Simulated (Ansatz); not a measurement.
# CuAuS3: the cost of one run

Program: Ansatz 0.2.0. Level of theory: DFT PBE, scalar-relativistic, plane waves, PAW. These are calculated values, not measurements.

## 1. The system as given

Symmetry: Pm-3m, No. 221, cubic system. The conventional cell has a = 4.472 Å, b = 4.472 Å, c = 4.472 Å, α = 90.00°, β = 90.00°, γ = 90.00°. Cu (site symmetry m-3m) has 6 S at 2.24 Å in its first shell of neighbours. S (site symmetry 4/mmm) is surrounded by 2 Cu at 2.24 Å and 4 Au at 3.16 Å. Au (site symmetry m-3m) is surrounded by 12 S at 3.16 Å.

Coordinates:

```
CELL_PARAMETERS angstrom
4.47167 0.00000 0.00000
0.00000 4.47167 0.00000
0.00000 0.00000 4.47167
ATOMIC_POSITIONS crystal
Cu 0.50000 0.50000 0.50000
S 0.00000 0.50000 0.50000
S 0.50000 0.00000 0.50000
S 0.50000 0.50000 0.00000
Au 0.00000 0.00000 0.00000
```

(A quick probe on a coarse mesh, which set the mesh and smearing, is not shown.)

## 3. A loose first relaxation

Contents of input.yaml:

```yaml
crystal:
  lattice:
    - [4.4716665835, 0.0, 0.0]
    - [0.0, 4.4716665835, 0.0]
    - [0.0, 0.0, 4.4716665835]
  atoms:
    - { symbol: Cu, position: [0.5, 0.5, 0.5] }
    - { symbol: S, position: [0.0, 0.5, 0.5] }
    - { symbol: S, position: [0.5, 0.0, 0.5] }
    - { symbol: S, position: [0.5, 0.5, 0.0] }
    - { symbol: Au, position: [0.0, 0.0, 0.0] }
basis:
  ecutwfc: 420
kpoints:
  mp_grid: { grid: [4, 4, 4] }
hamiltonian:
  xc: pbe
scf:
  occupations: { method: gaussian, width: 0.1 }
  lower_state_search: "off"
output:
  forces: true
  stress: true
  eigenvalues: true
relax:
  adjacent_minimum: "off"
  f_tol: 0.04
  max_steps: 70
  cell: { stress_tol: 0.4 }
```

Started as:

```
$ ansatz run input.yaml --threads 1 --pin off --max-ram 2560MiB --backend cpu --events-out ev --progress --plain --runs-dir out
```

**Question.** How long does this run take on 1 thread of Arm Neoverse V1, shared host, and how much memory does it need?

About 8.8 s, with a peak of 0.37 GiB.
